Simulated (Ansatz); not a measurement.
# SiHCl3 (trichlorosilane): HF/STO-3G

What is the vertical singlet–triplet gap of SiHCl3 (trichlorosilane) at HF/STO-3G? 

Program for the calculation: Ansatz 0.2.0.

44 further runs of the same task are left out: 2 that didn't finish, 42 set aside as unsound or not needed.

### 1 The system as given

SiHCl3: 5 atoms, total charge 0, spin state singlet. SMILES: `Cl[SiH](Cl)Cl`. Geometry: relaxed at PBE0-D4/def2-TZVP.

Bond lengths: Cl1–Si2 2.030 Å, Si2–Cl3 2.030 Å, Si2–Cl4 2.030 Å, Si2–H5 1.469 Å. Angles: Cl1–Si2–Cl3 109.5°, Cl1–Si2–Cl4 109.5°, Cl3–Si2–Cl4 109.5°, Cl1–Si2–H5 109.5°, Cl3–Si2–H5 109.4°, Cl4–Si2–H5 109.4°.

### 2 The energy at HF/STO-3G

Contents of input.yaml:

```yaml
crystal:
  periodic: [false, false, false]
  atoms:
    - symbol: Cl
      position_ang: [1.690930, -0.571430, 0.891880]
    - symbol: Si
      position_ang: [-0.081300, -0.012690, 0.075440]
    - symbol: Cl
      position_ang: [0.017700, 1.933700, -0.491290]
    - symbol: Cl
      position_ang: [-0.476020, -1.170520, -1.544190]
    - symbol: H
      position_ang: [-1.151310, -0.179060, 1.068150]
basis:
  gaussian:
    orbitals: STO-3G
output: {orbitals: {seedname: orbitals}}
hamiltonian:
  xc: hf
accuracy: high
```

The run is started by

```
$ ansatz run input.yaml --threads 1 --pin off --max-ram 3480MiB --events-out events.jsonl --progress --plain --runs-dir runs
```

What it wrote:

```text
Warning: RAYON_NUM_THREADS=1 ignored (pool sized by the plan → 1); use --threads N
Functional definition: HF
  name "HF"
  exchange = exact_x
  correlation = 0
712 factors; integrals over basis functions are off by at most 6.1e-9 eV
mean field evaluation 1: about -44897.8127 eV, gradient 2.5e1 eV
mean field evaluation 2: about -44897.8592 eV, gradient 2.5e1 eV
mean field evaluation 4: about -44900.9052 eV, gradient 7.8e-1 eV
mean field evaluation 8: about -44900.9091 eV, gradient 2.8e-6 eV
mean field -44900.90914000 eV, -1650.0779759657 hartree, gradient 6.3e-8 eV, S^2 0.000000; 0 other end points of the search recorded, 0 dependent functions left out
reference -44900.90914000 eV, -1650.0779759657 hartree; 33, 33 occupied and 4, 4 virtual orbitals, 712 factors
Total energy: -44900.90914000 eV, -1650.0779759657 hartree
```

Run time: 0.26 s. Hardware: 1 thread of Intel Xeon 6975P-C (Granite Rapids), shared host.

### 3 The triplet

Contents of input.yaml:

```yaml
crystal:
  periodic: [false, false, false]
  atoms:
    - {symbol: Cl, position_ang: [1.690930, -0.571430, 0.891880]}
    - {symbol: Si, position_ang: [-0.081300, -0.012690, 0.075440]}
    - {symbol: Cl, position_ang: [0.017700, 1.933700, -0.491290]}
    - {symbol: Cl, position_ang: [-0.476020, -1.170520, -1.544190]}
    - {symbol: H, position_ang: [-1.151310, -0.179060, 1.068150]}
basis:
  gaussian: {orbitals: STO-3G}
magnetization: {spin_polarized: true, initial_magnetization: 2}
hamiltonian: {xc: hf}
accuracy: high
output: {orbitals: {seedname: orbitals}}
```

The run is started by

```
$ ansatz run input.yaml --threads 1 --pin off --max-ram 3480MiB --events-out events.jsonl --progress --plain --runs-dir runs
```

What it wrote:

```text
Warning: RAYON_NUM_THREADS=1 ignored (pool sized by the plan → 1); use --threads N
[... 4 set-up lines as earlier in the session ...]
712 factors; integrals over basis functions are off by at most 6.1e-9 eV
mean field evaluation 1: about -44888.2659 eV, gradient 1.5e1 eV
mean field evaluation 2: about -44888.3863 eV, gradient 1.5e1 eV
mean field evaluation 4: about -44890.8862 eV, gradient 1.2e0 eV
mean field evaluation 8: about -44890.9499 eV, gradient 4.4e-2 eV
mean field evaluation 16: about -44890.9487 eV, gradient 8.7e-4 eV
mean field evaluation 32: about -44892.1129 eV, gradient 1.6e-1 eV
mean field evaluation 64: about -44891.8057 eV, gradient 1.1e0 eV
mean field evaluation 96: about -44890.8530 eV, gradient 8.5e-1 eV
mean field evaluation 128: about -44890.3657 eV, gradient 1.2e0 eV
mean field evaluation 160: about -44890.8168 eV, gradient 1.1e-2 eV
mean field evaluation 192: about -44892.1294 eV, gradient 3.6e-1 eV
mean field evaluation 224: about -44892.1137 eV, gradient 5.2e-2 eV
mean field evaluation 256: about -44892.1148 eV, gradient 4.6e-1 eV
mean field -44892.13316403 eV, -1649.7554647974 hartree, gradient 2.1e-8 eV, S^2 2.002892; 8 other end points of the search recorded, 0 dependent functions left out
reference -44892.13316403 eV, -1649.7554647974 hartree; 34, 32 occupied and 3, 5 virtual orbitals, 712 factors
Total energy: -44892.13316403 eV, -1649.7554647974 hartree
```

Run time: 2.3 s. Hardware: 1 thread of Intel Xeon 6975P-C (Granite Rapids), shared host; peak memory 0.14 GiB.

### 4 What came out

Level: HF/STO-3G.

```
                                        quantity           value
                           singlet: total energy  -1650.07798 Eh
                            singlet: HOMO energy       -11.40 eV
                            singlet: LUMO energy         6.46 eV
                          singlet: HOMO–LUMO gap        17.86 eV
                           triplet: total energy  -1649.75546 Eh
     triplet: HOMO energy (highest over α and β)        -2.48 eV
      triplet: LUMO energy (lowest over α and β)        -1.68 eV
                                   triplet: ⟨S²⟩           2.003
vertical energy of the triplet above the singlet        8.776 eV
```

**Reading.** At this shape the triplet lies 8.78 eV (202 kcal/mol) above the singlet. In a minimal basis such a difference can be off by several eV, whatever the method.
